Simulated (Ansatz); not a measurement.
What does this script print? It uses Ansatz's Python interface.

`c2h5no2si.py`:
```python
import ansatz as az
import numpy as np

BASIS_SET = "def2-SVP"
FUNCTIONAL = "r2scan"


def main() -> None:
    geometry_ang = [
        ("C", (-0.1785, -1.5345, 1.1029)),
        ("O", (0.8702, -0.6742, 0.7315)),
        ("Si", (0.799, 0.122, -0.7382)),
        ("N", (-0.3041, 1.3511, -0.6241)),
        ("C", (-0.877, 2.3873, -0.6699)),
        ("O", (-1.3842, 3.4703, -0.6899)),
        ("H", (0.0146, -1.9377, 2.0693)),
        ("H", (-1.1082, -0.8847, 1.1825)),
        ("H", (-0.368, -2.2855, 0.4125)),
        ("H", (2.141, 0.7572, -0.9757)),
        ("H", (0.4603, -0.8282, -1.7803)),
    ]
    geometry = az.Crystal.molecule()
    for symbol, xyz in geometry_ang:
        geometry = geometry.atom(symbol, xyz)

    base = geometry.calculation()
    base = base.basis(gaussian=BASIS_SET)
    base = base.functional(FUNCTIONAL)
    base = base.accuracy("medium")
    symbols = [site.symbol for site in geometry.cartesian_sites]
    start = np.array([site.position_ang for site in geometry.cartesian_sites], dtype=float)
    def progress(event):
        if event["event"] == "relax_step":
            row = event["data"]
            print(f"step {row['step']:3d}  E = {row['lagrangian_ev']:.6f} eV  largest force component {row['allowed_force_max_ev_ang']:.4f} eV/A")


    r = base.relax(force_tolerance=0.005, max_steps=100).session().plan().execute(on_event=progress).report
    end = np.array(r["positions_ang"])

    print("reference energy %16.6f eV" % r["reference_energy_ev"])
    print("total energy     %16.6f eV" % r["free_energy_ev"])
    print("occupied orbitals outside the frozen core (up, down):", r["n_occupied"], " frozen:", r["n_frozen"], " virtual:", r["n_virtual"])

    print("final positions (A) and the move of each atom")
    for symbol, xyz, old in zip(symbols, end, start):
        print(f"{symbol:2s} {xyz[0]:10.5f} {xyz[1]:10.5f} {xyz[2]:10.5f}   {np.linalg.norm(xyz - old):7.4f}")


if __name__ == "__main__":
    main()
```

Output of `python c2h5no2si.py`:
```text
step   1  E = -15605.414928 eV  largest force component 3.9383 eV/A
step   2  E = -15605.708998 eV  largest force component 0.9506 eV/A
step   3  E = -15605.759506 eV  largest force component 0.4682 eV/A
step   4  E = -15605.767866 eV  largest force component 0.2832 eV/A
step   5  E = -15605.754790 eV  largest force component 0.8279 eV/A
step   6  E = -15605.774021 eV  largest force component 0.0829 eV/A
step   7  E = -15605.776512 eV  largest force component 0.0342 eV/A
step   8  E = -15605.777882 eV  largest force component 0.0379 eV/A
step   9  E = -15605.777653 eV  largest force component 0.2615 eV/A
step  10  E = -15605.778454 eV  largest force component 0.0573 eV/A
step  11  E = -15605.778397 eV  largest force component 0.1467 eV/A
step  12  E = -15605.778715 eV  largest force component 0.0391 eV/A
step  13  E = -15605.778692 eV  largest force component 0.0680 eV/A
step  14  E = -15605.778817 eV  largest force component 0.0239 eV/A
step  15  E = -15605.778864 eV  largest force component 0.0183 eV/A
step  16  E = -15605.778879 eV  largest force component 0.0077 eV/A
step  17  E = -15605.778895 eV  largest force component 0.0061 eV/A
step  18  E = -15605.778915 eV  largest force component 0.0155 eV/A
step  19  E = -15605.778934 eV  largest force component 0.0151 eV/A
step  20  E = -15605.778955 eV  largest force component 0.0085 eV/A
step  21  E = -15605.778959 eV  largest force component 0.0070 eV/A
step  22  E = -15605.778964 eV  largest force component 0.0036 eV/A
reference energy    -15605.778974 eV
total energy        -15605.778974 eV
occupied orbitals outside the frozen core (up, down): [27, 27]  frozen: 0  virtual: [86, 86]
final positions (A) and the move of each atom
C    -0.23939   -1.44131    1.13038    0.1147
O     0.89605   -0.75550    0.64393    0.1223
Si    0.93841    0.10392   -0.76618    0.1433
N    -0.18360    1.41306   -0.71466    0.1630
C    -0.92442    2.35797   -0.66407    0.0561
O    -1.65343    3.27550   -0.61700    0.3402
H     0.04971   -1.99250    2.03751    0.0724
H    -1.05346   -0.74205    1.39350    0.2605
H    -0.62843   -2.16802    0.39281    0.2864
H     2.31297    0.63956   -0.88946    0.2255
H     0.55069   -0.74752   -1.92618    0.1896
```

Reading the output:
- The settings weren't tested for convergence.
- The end point is the stationary point reached from this start; no frequency run checks that it is a minimum, and the basis set is modest.
- Wall time of the script: 2.8 min on 1 thread of Arm Neoverse V1, on a shared host, peak memory 0.24 GiB.
